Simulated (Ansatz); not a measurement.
La under changes of volume

One of the cells (37.415 Å³/atom); the others are scaled copies at fixed shape and fractional positions:

```xyz
4
Lattice="3.7700 0.0000 0.0000 -1.8850 3.2649 0.0000 0.0000 0.0000 12.1590" Properties=species:S:1:pos:R:3 pbc="T T T"
La    1.8850    1.0883    3.0398
La    0.0000    2.1766    9.1193
La    0.0000    0.0000    6.0795
La    0.0000    0.0000    0.0000
```

- Program: Ansatz 0.2.0
- Functional: PBEsol
- Potentials or basis: all-electron LAPW, scalar-relativistic
- Cutoff: 120 eV (chosen from the basis error)
- Basis error allowed: 0.001 eV/atom
- k mesh: 8 × 8 × 3
- Occupations: fermi-dirac, width 0.05 eV
- Spin: no spin polarisation

```csv
volume (Å³/atom),energy over the lowest point (meV/atom),pressure (GPa)
35.171,0.00,-0.9
35.919,5.23,-1.4
36.667,12.78,-1.8
37.415,22.49,-2.3
38.164,?,?
38.912,47.72,-3.1
39.660,62.94,-3.4
```

Problem. What does the run at 38.164 Å³/atom give?

Solution. Energy over the lowest point 34.19 meV/atom; pressure -2.7 GPa.

Worked out: A Birch-Murnaghan fit of order 3 (a polynomial in V^(-2/3)) to the other rows has no minimum within the range. It gives 34.19 meV/atom at 38.164 Å³/atom, against the run's 34.19, and -dE/dV = -2.7 GPa, against -2.7.

Energies are extrapolated to zero smearing.
